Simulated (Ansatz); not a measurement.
# GdGaH: the cost of one run

Computed with Ansatz 0.2.0 (DFT PBE, scalar-relativistic, plane waves, PAW, unless a step's input says otherwise).

## (1) The starting structure

The structure is tetragonal, space group P4/mmm (No. 123). Conventional cell: a = 3.775 Å, b = 3.775 Å, c = 4.468 Å, α = 90.00°, β = 90.00°, γ = 90.00°. Gd (site symmetry 4/mmm) is surrounded by 2 Ga at 2.23 Å and 4 H at 2.67 Å. Ga (site symmetry 4/mmm) is surrounded by 2 Gd at 2.23 Å. H (site symmetry 4/mmm) is surrounded by 4 Gd at 2.67 Å.

As a file:

```cif
data_structure
_symmetry_space_group_name_H-M 'P4/mmm'
_symmetry_Int_Tables_number 123
_cell_length_a 3.7752
_cell_length_b 3.7752
_cell_length_c 4.4685
_cell_angle_alpha 90.000
_cell_angle_beta 90.000
_cell_angle_gamma 90.000
_cell_volume 63.68
loop_
_atom_site_label
_atom_site_type_symbol
_atom_site_symmetry_multiplicity
_atom_site_Wyckoff_symbol
_atom_site_fract_x
_atom_site_fract_y
_atom_site_fract_z
_atom_site_occupancy
Gd1 Gd 1 c 0.50000 0.50000 0.00000 1
Ga1 Ga 1 d 0.50000 0.50000 0.50000 1
H1 H 1 a 0.00000 0.00000 0.00000 1
```

A structure generator made this guess: random cell by space group and Wyckoff sites (P4/mmm, No. 123). Its size is a rough estimate.

## (2) Probe: one point on a coarse mesh

File input.yaml:

```yaml
crystal:
  lattice:
    - [3.7751599, 0.0, 0.0]
    - [0.0, 3.7751599, 0.0]
    - [0.0, 0.0, 4.46845212]
  atoms:
    - { symbol: Gd, position: [0.5, 0.5, 0.0], spin: 7.0 }
    - { symbol: Ga, position: [0.5, 0.5, 0.5] }
    - { symbol: H, position: [0.0, 0.0, 0.0] }
basis:
  ecutwfc: 420
kpoints:
  mp_grid: { grid: [4, 4, 4] }
hamiltonian:
  xc: pbe
scf:
  occupations: { method: gaussian, width: 0.1 }
  lower_state_search: "off"
output:
  forces: true
  stress: true
  eigenvalues: true
  populations: true
magnetization:
  spin_polarized: true
```

Command:

```sh
$ ansatz run input.yaml --threads 1 --pin off --max-ram 2048MiB --backend cpu --events-out ev --progress --plain --runs-dir out
```

**Question.** How long does this run take on 1 thread of Arm Neoverse N1, shared host, and how much memory does it need?

About 11 s, with a peak of 0.34 GiB.
